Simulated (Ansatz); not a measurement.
# C₂H₈FGeNO: one species, many methods

One table from this session's results is given with a row withheld; the runs are named, their logs left out.

Method: functionals in def2-TZVPP, the program's frozen cores in correlated methods; program: Ansatz 0.2.0, Gaussian basis.

Plan: PBE-D4, r2SCAN-D4, PBE0-D4, B3LYP-D4, ωB97X-V, ωB97M-V, B2PLYP; CCSD(T)/def2-TZVPP; MP2/def2-QZVPP; extrapolation to the limit.

### The relaxed structure

The geometry comes from an earlier relaxation with PBE0-D4 in a triple-zeta def2 set; it is a stationary point, not always the lowest conformer.

SMILES `C[NH][GeH]([F])[O]C`, 14 atoms, charge 0, spin multiplicity 1.

Atoms are counted from 1 here; the program's logs count them from 0.

Bond lengths: C1–N2 1.449 Å, C1–H7 1.093 Å, C1–H8 1.097 Å, C1–H9 1.093 Å, N2–Ge3 1.794 Å, N2–H10 1.009 Å, Ge3–F4 1.750 Å, Ge3–O5 1.756 Å, Ge3–H11 1.531 Å, O5–C6 1.413 Å, C6–H12 1.092 Å, C6–H13 1.094 Å, C6–H14 1.097 Å. Angles: N2–C1–H7 110.3°, N2–C1–H8 113.9°, N2–C1–H9 109.8°, H7–C1–H8 108.3°, H7–C1–H9 106.9°, H8–C1–H9 107.5°, C1–N2–Ge3 122.3°, C1–N2–H10 114.1°, Ge3–N2–H10 114.8°, N2–Ge3–F4 113.5°, N2–Ge3–O5 105.1°, N2–Ge3–H11 112.9°, F4–Ge3–O5 105.1°, F4–Ge3–H11 104.5°, O5–Ge3–H11 115.7°, Ge3–O5–C6 119.9°, O5–C6–H12 107.6°, O5–C6–H13 111.9° and more.

The first run:

in.yaml reads:

```yaml
crystal:
  periodic: [false, false, false]
  atoms:
    - {symbol: C, position_ang: [1.532598, 0.037564, -2.190042]}
    - {symbol: N, position_ang: [0.837348, 0.599186, -1.049612]}
    - {symbol: Ge, position_ang: [-0.000713, -0.425160, 0.161031]}
    - {symbol: F, position_ang: [-1.440471, -1.202280, -0.460509]}
    - {symbol: O, position_ang: [-0.576283, 0.693059, 1.385840]}
    - {symbol: C, position_ang: [-1.518910, 0.262761, 2.346174]}
    - {symbol: H, position_ang: [2.310916, 0.723257, -2.536052]}
    - {symbol: H, position_ang: [0.877735, -0.195185, -3.038187]}
    - {symbol: H, position_ang: [2.033604, -0.889178, -1.898020]}
    - {symbol: H, position_ang: [0.392803, 1.485612, -1.234065]}
    - {symbol: H, position_ang: [0.868618, -1.578653, 0.670066]}
    - {symbol: H, position_ang: [-1.782859, 1.126538, 2.959360]}
    - {symbol: H, position_ang: [-2.428643, -0.126787, 1.878769]}
    - {symbol: H, position_ang: [-1.105734, -0.510735, 3.005240]}
basis:
  gaussian: {orbitals: def2-TZVPP}
hamiltonian: {xc: pbe, dispersion: d4}
output: {forces: true, orbitals: {seedname: orbitals}}
```

On the command line:

```
$ ansatz run in.yaml --threads 2 --pin off --events-out ev --progress --plain --max-ram 20480MiB --backend cuda --devices 0, --max-vram 18GiB
```

Among the steps run: PBE-D4 (GGA); r2SCAN-D4 (meta-GGA); PBE0-D4 (hybrid); B3LYP-D4 (hybrid); ωB97X-V (range-separated); ωB97M-V (range-separated); B2PLYP (double hybrid); CCSD(T) in def2-TZVPP; MP2 in def2-QZVPP.

One table of the session follows, with a row left open; its other results are not shown here.

```
            method  atomisation energy (kcal/mol)
            PBE-D4                         1241.0
         r2SCAN-D4                         1218.8
           PBE0-D4                         1215.4
          B3LYP-D4                         1217.4
           ωB97X-V                         1225.0
           ωB97M-V                         1220.0
            B2PLYP                              ?
     HF/def2-TZVPP                          864.1
    MP2/def2-TZVPP                         1211.7
   CCSD/def2-TZVPP                         1173.9
CCSD(T)/def2-TZVPP                         1192.1
           MP2/CBS                         1242.6
       CCSD(T)/CBS                         1223.0
```

**Question.** Estimate the row for B2PLYP.

**Answer.** atomisation energy (kcal/mol): 1207.2. In the column «atomisation energy (kcal/mol)» it lies between CCSD(T)/def2-TZVPP (1192.1) and MP2/def2-TZVPP (1211.7).
